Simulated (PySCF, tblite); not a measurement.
# H₇NO₃Si₃, a small molecule taken as a stand-in for a surface group (silica 3-ring): NMR shifts, core binding energies and electronic excitations, part 2 of 2

tblite 0.8.0 and PySCF 2.14.0. Atoms count from 0, parts from 1. The steps go on from the part before.

## Step 5: X-ray photoelectron lines: SCAN, X2C

Job settings and geometry (Å):

```
{"job": {"kind": "xps", "holes": 5}, "charge": 0, "multiplicity": 1}
O      1.188569    -0.747293    -0.546851
Si     1.901302     0.534650     0.234892
O      0.730519     1.692797     0.464013
Si    -0.875235     1.785083     0.040573
O     -1.274860     0.363623    -0.724928
Si    -0.428675    -1.067472    -0.767241
N     -0.947224    -2.012261     0.566073
H      2.985067     1.081469    -0.622059
H      2.432955     0.105389     1.555382
H     -1.696692     1.960499     1.267304
H     -1.079112     2.914319    -0.903354
H     -0.592398    -1.645272    -2.121723
H     -1.937982    -2.151300     0.731335
H     -0.412638    -2.828939     0.840805
```

Level: delta-SCF UKS SCAN, pcX-2 on the ionised atom, pcseg-1 elsewhere, spin-free X2C.

The program printed:

```text
ground state, core basis on atom 1 (Si), 187 functions
  cycle   1  E = -1154.87409865  |g| = 1.23e+00
  cycle   2  E = -1154.20227607  |g| = 2.22e+00
  cycle   3  E = -1155.15464790  |g| = 1.48e-01
  cycle   4  E = -1155.15787471  |g| = 9.11e-02
  cycle   5  E = -1155.15969661  |g| = 1.72e-02
  cycle   6  E = -1155.15977049  |g| = 2.96e-03
  cycle   7  E = -1155.15977247  |g| = 1.00e-03
  cycle   8  E = -1155.15977419  |g| = 8.10e-04
  cycle   9  E = -1155.15977330  |g| = 5.67e-05
  E(ground) = -1155.23003635 Eh
hole in Si 2p of atom 1
  cycle   1  E = -1150.85319193  |g| = 1.24e+00
  cycle   2  E = -1149.10545214  |g| = 1.69e+00
  cycle   3  E = -1150.80288871  |g| = 8.42e-01
  cycle   4  E = -1151.13847488  |g| = 2.02e-01
  cycle   5  E = -1151.15878712  |g| = 1.46e-01
  cycle   6  E = -1151.16700989  |g| = 5.46e-02
  cycle   7  E = -1151.16808292  |g| = 1.64e-02
  cycle   8  E = -1151.16818293  |g| = 6.46e-03
  cycle   9  E = -1151.16819883  |g| = 2.47e-03
  cycle  10  E = -1151.16819993  |g| = 4.96e-04
  E(ion) = -1151.24962738 Eh   <S^2> = 0.7511   hole on atom = 1.003   binding energy = 108.312 eV
  2p3/2 = 108.053 eV   2p1/2 = 108.681 eV
ground state, core basis on atom 2 (O), 176 functions
  cycle   1  E = -1155.08551101  |g| = 1.12e-01
  cycle   2  E = -1155.08337673  |g| = 1.29e-01
  cycle   3  E = -1155.08584564  |g| = 5.38e-02
  cycle   4  E = -1155.08632540  |g| = 8.09e-03
  cycle   5  E = -1155.08633796  |g| = 2.93e-03
  cycle   6  E = -1155.08634286  |g| = 3.21e-04
  E(ground) = -1155.19571879 Eh
hole in O 1s of atom 2
  cycle   1  E = -1134.48182416  |g| = 2.23e+00
  cycle   2  E = -1133.99820615  |g| = 2.22e+00
  cycle   3  E = -1135.24429331  |g| = 4.64e-01
  cycle   4  E = -1135.25945381  |g| = 3.80e-01
  cycle   5  E = -1135.31423831  |g| = 5.90e-02
  cycle   6  E = -1135.31545660  |g| = 1.57e-02
  cycle   7  E = -1135.31554785  |g| = 7.44e-03
  cycle   8  E = -1135.31557119  |g| = 1.40e-03
  cycle   9  E = -1135.31557189  |g| = 8.68e-04
  cycle  10  E = -1135.31557338  |g| = 4.57e-04
  E(ion) = -1135.42604813 Eh   <S^2> = 0.7619   hole on atom = 1.000   binding energy = 537.960 eV
ground state, core basis on atom 4 (O), 176 functions
  cycle   1  E = -1155.08377783  |g| = 1.62e-01
  cycle   2  E = -1155.07386957  |g| = 2.67e-01
  cycle   3  E = -1155.08683120  |g| = 3.47e-02
  cycle   4  E = -1155.08701241  |g| = 1.58e-02
  cycle   5  E = -1155.08705360  |g| = 3.08e-03
  cycle   6  E = -1155.08705462  |g| = 4.63e-04
  E(ground) = -1155.19551186 Eh
hole in O 1s of atom 4
  cycle   1  E = -1134.48450893  |g| = 2.23e+00
  cycle   2  E = -1133.98456250  |g| = 2.23e+00
  cycle   3  E = -1135.24725092  |g| = 4.60e-01
  cycle   4  E = -1135.27011141  |g| = 3.47e-01
  cycle   5  E = -1135.31631345  |g| = 6.32e-02
  cycle   6  E = -1135.31748468  |g| = 2.84e-02
  cycle   7  E = -1135.31782117  |g| = 7.10e-03
  cycle   8  E = -1135.31784027  |g| = 3.28e-03
  cycle   9  E = -1135.31784187  |g| = 1.56e-03
  cycle  10  E = -1135.31784234  |g| = 4.04e-04
  E(ion) = -1135.42695487 Eh   <S^2> = 0.7623   hole on atom = 1.000   binding energy = 537.930 eV
ground state, core basis on atom 5 (Si), 187 functions
  cycle   1  E = -1155.16372396  |g| = 3.14e-01
  cycle   2  E = -1155.15779271  |g| = 2.22e-01
  cycle   3  E = -1155.16038088  |g| = 1.81e-01
  cycle   4  E = -1155.16646307  |g| = 2.62e-02
  cycle   5  E = -1155.16657827  |g| = 6.70e-03
  cycle   6  E = -1155.16658357  |g| = 1.27e-03
  cycle   7  E = -1155.16658375  |g| = 3.11e-04
  E(ground) = -1155.23570788 Eh
hole in Si 2p of atom 5
  cycle   1  E = -1150.85887127  |g| = 1.24e+00
  cycle   2  E = -1150.69271100  |g| = 1.17e+00
  cycle   3  E = -1151.11612740  |g| = 3.57e-01
  cycle   4  E = -1151.16808253  |g| = 1.24e-01
  cycle   5  E = -1151.17300915  |g| = 4.53e-02
  cycle   6  E = -1151.17381456  |g| = 1.75e-02
  cycle   7  E = -1151.17392083  |g| = 7.22e-03
  cycle   8  E = -1151.17394329  |g| = 1.03e-03
  cycle   9  E = -1151.17394418  |g| = 7.19e-04
  cycle  10  E = -1151.17394387  |g| = 1.51e-04
  E(ion) = -1151.25423038 Eh   <S^2> = 0.7511   hole on atom = 1.003   binding energy = 108.342 eV
  2p3/2 = 108.083 eV   2p1/2 = 108.711 eV
ground state, core basis on atom 6 (N), 176 functions
  cycle   1  E = -1155.06526703  |g| = 7.77e-02
  cycle   2  E = -1155.06523631  |g| = 3.29e-02
  cycle   3  E = -1155.06524324  |g| = 3.32e-02
  cycle   4  E = -1155.06545203  |g| = 5.61e-03
  cycle   5  E = -1155.06545903  |g| = 1.37e-03
  cycle   6  E = -1155.06545928  |g| = 4.42e-04
  E(ground) = -1155.17561283 Eh
hole in N 1s of atom 6
  cycle   1  E = -1139.48825526  |g| = 1.86e+00
  cycle   2  E = -1137.88621313  |g| = 2.32e+00
  cycle   3  E = -1140.02417694  |g| = 5.93e-01
  cycle   4  E = -1140.10242983  |g| = 4.61e-01
  cycle   5  E = -1140.17795220  |g| = 1.33e-01
  cycle   6  E = -1140.18380390  |g| = 5.13e-02
  cycle   7  E = -1140.18476854  |g| = 1.41e-02
  cycle   8  E = -1140.18484811  |g| = 3.48e-03
  cycle   9  E = -1140.18485444  |g| = 9.39e-04
  cycle  10  E = -1140.18485632  |g| = 3.04e-04
  E(ion) = -1140.29380810 Eh   <S^2> = 0.7641   hole on atom = 1.000   binding energy = 404.955 eV
```

Run time: 44 s. Hardware: 1 thread of Arm Neoverse V2, shared host; peak memory 0.72 GiB.

The holes in one table. −ε is the ground-state orbital energy:

| hole | stands for | environment | ΔSCF (eV; 2p as the shell's mean) | −ε (eV) | ⟨S²⟩ |
| --- | --- | --- | --- | --- | --- |
| Si2p on Si1 | Si1, Si3 | silicon bonded to 2 O, 2 H | 108.26 | 97.2 | 0.751 |
| O1s on O2 | O2 | oxygen bonded to 2 Si | 537.96 | 516.7 | 0.762 |
| O1s on O4 | O0, O4 | oxygen bonded to 2 Si | 537.93 | 516.6 | 0.762 |
| Si2p on Si5 | Si5 | silicon bonded to N, 2 O, H | 108.29 | 97.3 | 0.751 |
| N1s on N6 | N6 | nitrogen bonded to Si, 2 H | 404.95 | 385.7 | 0.764 |

Each hole run stands for the others of its class of like atoms.

With the spin-orbit splitting: Si1 2p3/2 108.05, 2p1/2 108.68 eV; Si5 2p3/2 108.08, 2p1/2 108.71 eV. The table gives each 2p level as the mean over the whole 2p shell (two parts 2p3/2, one part 2p1/2), which differs a little from the single hole in the log.

## Step 6: Ultraviolet spectrum: CAM-B3LYP/def2-SVPD

Same as in step 5 but for these lines:

```diff
@@ -1,2 +1,2 @@
-{"job": {"kind": "xps", "holes": 5}, "charge": 0, "multiplicity": 1}
+{"job": {"kind": "uv", "xc": "CAM-B3LYP", "basis": "def2-SVPD", "nstates": 6, "ntriplets": 2, "ip": true}, "charge": 0, "multiplicity": 1}
 O      1.188569    -0.747293    -0.546851
```

Method: TDDFT CAM-B3LYP/def2-SVPD, vertical, gas phase, core orbitals frozen in the response.

The program printed:

```text
coarse grid: 13536 points
cycle   1  E = -1152.4449033857  dE =  9.160e-01  |g| = 1.196e+00  |ddm| = 7.279e+00
cycle   2  E = -1152.2660311906  dE =  1.789e-01  |g| = 1.563e+00  |ddm| = 5.779e+00
cycle   3  E = -1152.7144946430  dE = -4.485e-01  |g| = 7.377e-02  |ddm| = 2.534e+00
cycle   4  E = -1152.7153608084  dE = -8.662e-04  |g| = 4.396e-02  |ddm| = 2.110e-01
cycle   5  E = -1152.7157613623  dE = -4.006e-04  |g| = 9.602e-03  |ddm| = 1.001e-01
cycle   6  E = -1152.7157818641  dE = -2.050e-05  |g| = 1.048e-03  |ddm| = 4.458e-02
cycle   7  E = -1152.7157822635  dE = -3.994e-07  |g| = 2.735e-04  |ddm| = 5.437e-03
final grid: 118000 points
cycle   8  E = -1152.8820642250  dE = -1.383e-05  |g| = 2.477e-03  |ddm| = 5.981e-02
cycle   9  E = -1152.8820637739  dE =  4.510e-07  |g| = 3.007e-03  |ddm| = 8.812e-03
cycle  10  E = -1152.8820655768  dE = -1.803e-06  |g| = 1.351e-04  |ddm| = 3.767e-03
cycle  11  E = -1152.8820655801  dE = -3.290e-09  |g| = 1.273e-04  |ddm| = 7.119e-04
cycle  12  E = -1152.8820655832  dE = -3.097e-09  |g| = 1.631e-05  |ddm| = 1.982e-04
cycle  13  E = -1152.8820655833  dE = -8.686e-11  |g| = 5.807e-06  |ddm| = 6.988e-05
converged SCF energy = -1152.8820655833

Static polarisability (au): isotropic 83.916, principal 79.204 85.451 87.093

Singlet excitations
state   eV       nm        f      main configurations
  1   6.9544    178.3   0.04362   H->L 0.78, H->L+3 0.12
  2   7.6235    162.6   0.00358   H-1->L+1 0.80
  3   7.7199    160.6   0.00404   H->L+2 0.75, H->L+8 0.13
  4   7.9020    156.9   0.01719   H-1->L 0.53, H-1->L+5 0.16, H-2->L+2 0.14
  5   7.9299    156.4   0.00067   H-1->L+2 0.54, H-2->L+1 0.21
  6   8.2954    149.5   0.00007   H-2->L+1 0.39, H-2->L 0.29, H-1->L+7 0.12

Triplet excitations (Tamm-Dancoff, eV): 6.5484 7.2332
Vertical ionisation energy (delta-SCF) = 10.3453 eV
```

Wall time 3.7 min (1 thread of Arm Neoverse V2, shared host); peak memory 1.2 GiB.

Frontier orbitals and where they lie:

| orbital | eV | atoms |
| --- | --- | --- |
| HOMO−3 | -10.89 | O2 26 %, O0 18 %, O4 18 % |
| HOMO−2 | -10.39 | O4 21 %, O0 21 %, Si3 12 % |
| HOMO−1 | -9.82 | O2 20 %, Si1 13 %, Si3 13 % |
| HOMO | -9.37 | N6 66 %, Si5 12 %, H13 6 % |
| LUMO | 0.99 | Si5 26 %, Si1 12 %, Si3 11 % |
| LUMO+1 | 1.24 | Si1 18 %, Si3 18 %, O2 17 % |
| LUMO+2 | 1.53 | Si1 14 %, Si3 14 %, O0 13 % |

With each of the 6 states as a Gaussian band of 0.4 eV half-width at 1/e, the curve within the window shown has maxima at 178 nm (ε 1,800), 158 nm (ε 980) L/(mol cm). Beyond the last state computed it falls off for lack of states. The curve at chosen wavelengths:

nm, ε (L/mol/cm) and a bar:
```
      144         40 
      146        100 #
      148        212 ###
      150        381 ######
      152        586 #########
      154        784 #############
      156        925 ###############
      158        977 ################
      160        945 ################
      162        866 ##############
      164        800 #############
      166        800 #############
      168        897 ###############
      170       1085 ##################
      172       1327 ######################
      174       1562 ##########################
      176       1728 #############################
      178       1782 ##############################
      180       1711 #############################
      182       1534 ##########################
      184       1288 #####################
      186       1017 #################
      188        758 ############
      190        535 #########
      192        359 #####
      194        229 ###
```

Ground-state properties from the same run:

| property | computed |
| --- | --- |
| dipole moment (D) | 1.63 |
| polarisability (Å³) | 12.44 |
| HOMO–LUMO gap (eV) | 10.36 |
| −ε(HOMO) (eV) | 9.37 |

## Step 7: Outcome

What follows sums up all 2 parts.

| quantity | value |
| --- | --- |
| point group | Cs |
| rotational constants (main isotopes) | 2.00, 1.56, 1.03 GHz |
| $^{1}$H shifts against TMS (PBE0/pcSseg-1, means over atoms taken as alike) | 5.25, 5.18, 5.01, 0.96 ppm |
| $^{17}$O shifts against H2O (PBE0/pcSseg-1, means over atoms taken as alike) | 99.7, 83.9 ppm |
| $^{29}$Si shifts against TMS (PBE0/pcSseg-1, means over atoms taken as alike) | -32.6, -46.3 ppm |
| $^{15}$N shifts against NH3 (PBE0/pcSseg-1) | 36.0 ppm |
| Si2p binding energies, SCAN/pcX-2 | Si5 108.29, Si1 108.26 eV |
| O1s binding energies, SCAN/pcX-2 | O2 537.96, O4 537.93 eV |
| N1s binding energies, SCAN/pcX-2 | N6 404.95 eV |
| lowest singlet (CAM-B3LYP/def2-SVPD) | 6.95 eV (178 nm), f = 0.044 |
| lowest triplet | 6.55 eV |
| vertical ionisation energy (ΔSCF) | 10.35 eV |

**Reading.** Over 13 steps the energy fell by 0.455 eV; of the close pairs, O2–Si3 changed most, 1.571 to 1.663 Å (PBE0/def2-SVP). At PBE0/pcSseg-1: The widest tensor belongs to O2: span 157 ppm, with a paramagnetic part of -152 ppm. The Si2p levels computed lie within 0.03 eV of one another, too close to rank. The O1s levels computed lie within 0.03 eV of one another, too close to rank. The first singlet state (HOMO→LUMO 0.78, HOMO→LUMO+3 0.12) lies at 6.95 eV and is weak. The lowest triplet lies 0.41 eV below the lowest singlet (triplets in Tamm-Dancoff, singlets in full TDDFT). The orbital energy would give 9.37 eV for ionisation, ΔSCF gives 10.35 eV. A capped cluster stands for the solid here, so long-range fields and strain are missing, and bands or shifts of the capping hydrogens have no counterpart in it.
